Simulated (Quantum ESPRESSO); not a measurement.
# HPbNO4 under changes of volume

One of the cells (14.059 Å³/atom); the others are scaled copies at fixed shape and fractional positions:

```xyz
7
Lattice="3.8571 0.0018 -0.0366 0.1735 4.3344 -0.0165 0.7580 0.8387 5.8766" Properties=species:S:1:pos:R:3 pbc="T T T"
H     2.6784    4.0493    1.1289
Pb    3.2640    2.7055    5.3570
N     3.1776    1.4531    2.9117
O     1.3252    2.6900    4.5562
O     2.9731    4.6255    2.8902
O     2.3661    4.0462    0.1903
O     3.3249    2.1006    1.8421
```

The cell was built by a generator and needn't be a form met in nature.

* Program: Quantum ESPRESSO 7.5
* Functional: PBE
* Potentials or basis: SSSP 1.3 efficiency PBE
* Cutoff: 816 eV
* Density cutoff: 6531 eV
* k mesh: 7 × 6 × 5
* Occupations: fermi-dirac, width 0.05 eV
* Spin: no spin polarisation

| volume (Å³/atom) | energy over the lowest point (meV/atom) | pressure (GPa) | gap on the mesh (eV) | largest force (eV/Å) |
| --- | --- | --- | --- | --- |
| 13.215 | 19.45 | 6.9 | 0.43 | 2.098 |
| 13.496 | 8.95 | 4.4 | 0.40 | 1.373 |
| 13.778 | 2.61 | 2.2 | 0.37 | 0.702 |
| 14.059 | 0.00 | 0.2 | 0.35 | 0.094 |
| 14.340 | 0.73 | -1.6 | 0.33 | 0.510 |
| 14.621 | ? | ? | ? | ? |
| 14.902 | 10.84 | -4.7 | 0.29 | 1.536 |

Question: What does the run at 14.621 Å³/atom give?

Answer: Energy over the lowest point 4.45 meV/atom; pressure -3.2 GPa; gap on the mesh 0.31 eV; largest force 1.038 eV/Å.

Worked out: A Birch-Murnaghan fit of order 3 (a polynomial in V^(-2/3)) to the other rows has its minimum at 14.13 Å³/atom with B0 = V·E''(V) = 93 GPa and B' = 4.5 at fixed shape and positions, which overstates the stiffness. It gives 4.45 meV/atom at 14.621 Å³/atom, against the run's 4.45, and -dE/dV = -2.9 GPa, against -3.2. A straight line through the other rows of the gap, of slope -1.15 eV per unit of ln V, gives 0.31 eV, against the run's 0.31.

Energies are extrapolated to zero smearing.

Caveats: spin-orbit coupling is left out, which as a rule narrows the gap of such compounds by several tenths of an eV; an odd mesh through Γ misses points on the zone boundary, where band edges often lie; forces of over 1 eV/Å show positions far from the minimum, so gaps and moduli don't describe the material at rest (some runs).
